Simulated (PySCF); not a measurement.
# SiSBr₂: structure of the singlet

Where does singlet SiSBr₂ go from a trigonal pyramidal start, is the end point a minimum, and what are its modes, charges and moments?

Computed with PySCF 2.14.0. Level: PBE0, basis Si def2-TZVP, S def2-TZVP, Br def2-TZVP, no relativity, density fitting.

## Step 1: The starting structure

4 atoms, charge 0, spin multiplicity 1.

Bond lengths: Si1–S2 2.010 Å, Si1–Br3 2.300 Å, Si1–Br4 2.300 Å. Angles: S2–Si1–Br3 99.8°, S2–Si1–Br4 99.8°, Br3–Si1–Br4 99.8°.

Z-matrix (Å, degrees; charge 0 multiplicity 1):
```
Si
S  1 2.0100
Br 1 2.3000 2 99.75
Br 1 2.3000 2 99.75 3 -101.77
```

## Step 2: Relaxation: trigonal pyramidal start, singlet

One driver script runs all steps and calls PySCF; scf.py shows how it sets up the SCF of each step. The optimiser is the driver's own. Before each start the driver seeks the lowest SCF state from one or more starting densities and follows internal instabilities, so scf.py alone need not reach the same state.

The program finds Cs symmetry in the start, which this walk keeps.

The input, scf.py:

```python
from pyscf import gto, scf, dft
mol = gto.M(atom='''
Si    -0.237663    -0.411661    -0.921093
S     -1.125030    -1.948680     0.022507
Br     1.793126    -0.411634     0.158708
Br    -1.253091     1.347036     0.158706''',
    basis={'Si': 'def2-TZVP', 'S': 'def2-TZVP', 'Br': 'def2-TZVP'},
    charge=0, spin=0)
mf = dft.RKS(mol, xc='PBE0')
mf.grids.atom_grid = (50, 194)
aux = {'Si': 'def2-universal-JKFIT', 'S': 'def2-universal-JKFIT', 'Br': 'def2-universal-JKFIT'}
mf = mf.density_fit(auxbasis=aux)
mf.kernel()
```

Steps of the walk:

```csv
step,energy (Eh),change (kJ/mol),largest symmetric gradient (Eh/bohr)
0,-5835.198024,0.00,0.07628
1,-5835.236155,-100.11,0.05783
2,-5835.266327,-179.33,0.03106
3,-5835.276800,-206.83,0.01006
4,-5835.278328,-210.84,0.00353
5,-5835.278468,-211.21,0.00103
6,-5835.278469,-211.21,0.00070
7,-5835.278470,-211.21,0.00004
```

The walk took 36 s on 8 threads, shared host.

After 7 steps and 211.2 kJ/mol it ends at C2v: Si–Br 2.184 Å (×2), Si–S 1.928 Å; Br–Si–Br 107.5°, Br–Si–S 126.2° (×2).

## Step 3: Frequencies

The point is checked on the finer grid, and tightened if its gradient asks for it. The Hessian and the dipole derivatives come from central differences of analytic gradients, with steps of 0.01 bohr.

scf.py, as its differences from that of step 2:

```diff
@@ -3,4 +3,4 @@
-Si    -0.237663    -0.411661    -0.921093
-S     -1.125030    -1.948680     0.022507
-Br     1.793126    -0.411634     0.158708
-Br    -1.253091     1.347036     0.158706''',
+Si    -0.325304    -0.563463    -0.046206
+S     -1.286960    -2.229160    -0.182800
+Br     1.843754    -0.329235     0.045220
+Br    -1.207049     1.432082     0.045218''',
@@ -10 +10 @@
-mf.grids.atom_grid = (50, 194)
+mf.grids.atom_grid = (75, 302)
```

This SCF starts from the last density.

Log of the central SCF (cycles and frontier levels):

```text
init E= -5835.27833131069
  HOMO = -0.280043719599736  LUMO = -0.0859207920458047  gap/eV = 5.28235
cycle= 1 E= -5835.2783313096  delta_E= 1.09e-09  |g|= 6.85e-05  |ddm|= 0.000101
  HOMO = -0.280026710867924  LUMO = -0.085924089029381  gap/eV = 5.28180
cycle= 2 E= -5835.27833130569  delta_E= 3.92e-09  |g|= 0.00013  |ddm|= 0.000187
  HOMO = -0.280036951450196  LUMO = -0.0859211743511065  gap/eV = 5.28216
cycle= 3 E= -5835.2783313111  delta_E= -5.42e-09  |g|= 6.26e-06  |ddm|= 0.000122
  HOMO = -0.280037488732317  LUMO = -0.085921636388353  gap/eV = 5.28216
cycle= 4 E= -5835.27833131111  delta_E= -1.82e-12  |g|= 1.65e-07  |ddm|= 5.21e-06
  HOMO = -0.280037477818613  LUMO = -0.0859216263294067  gap/eV = 5.28216
Extra cycle  E= -5835.27833131112  delta_E= -1.27e-11  |g|= 1.87e-07  |ddm|= 2.74e-07
converged SCF energy = -5835.27833131112
```

The whole step took 69 s.

Geometry: C2v; Si–Br 2.184 Å (×2), Si–S 1.928 Å; Br–Si–Br 107.5°, Br–Si–S 126.2° (×2).

Modes, for the most abundant isotopes:

```
symmetry  ω (cm⁻¹)  IR (km/mol)
      b1        99          4.8
      a1       126          0.4
      b2       149          3.4
      a1       320         10.2
      b2       499          150
      a1       790          144
```

All wavenumbers are real: a minimum.

Constants and moments:

```yaml
Dipole_moment: 2.06 D
Highest_occupied_level: -7.62 eV
Lowest_empty_level: -2.34 eV
Rotational_constants: 0.05831, 0.03443, 0.02165 cm⁻¹
Zero-point_energy: 11.9 kJ/mol
Principal_polarisabilities: 53.7, 90.4, 103.1 bohr³
Atomisation_energy_without_zero-point_energy: 1132 kJ/mol
Principal_traceless_quadrupole_moments_about_the_centre_of_mass: -5.92, 2.74, 3.18 D Å
Entropy_at_298.15_K_and_1_bar: 343.2 J/(mol K)
Heat_capacity_Cp_at_298.15_K: 72.3 J/(mol K)
Enthalpy_at_298.15_K_above_0_K: 17.19 kJ/mol
Rotational_symmetry_number: 2
```

Populations by atom (charges in e):

```
 atom  Mulliken  Löwdin  polar tensor  Mayer order to Si1
  Si1      0.47   -0.69          1.36                   –
   S2     -0.27    0.14         -0.53                2.21
Br3,4     -0.10    0.27         -0.42                1.24
```

Mulliken populations on Si1: s 5.06, p 7.85, d 0.56, f 0.06.

## Step 4: Outcome

| quantity | value |
| --- | --- |
| minimum | singlet, C2v |
| geometry | Si–Br 2.184 Å (×2), Si–S 1.928 Å; Br–Si–Br 107.5°, Br–Si–S 126.2° (×2) |
| wavenumbers (cm⁻¹) | 99 (b1), 126 (a1), 149 (b2), 320 (a1), 499 (b2), 790 (a1) |
| dipole moment | 2.06 D |
| highest occupied, lowest empty level | -7.62, -2.34 eV |
| polar-tensor charge of Si1 | +1.36 e |
| zero-point energy | 11.9 kJ/mol |
| entropy at 298.15 K | 343.2 J/(mol K) |
| atomisation energy (no zero-point energy) | 1132 kJ/mol |

The trigonal pyramidal start (Cs) ends in a minimum of C2v symmetry. The strongest infrared band lies at 499 cm⁻¹ (b2). Only this shape and spin were tried, so other structures or states may lie lower.

The search up to here took 1.8 min.
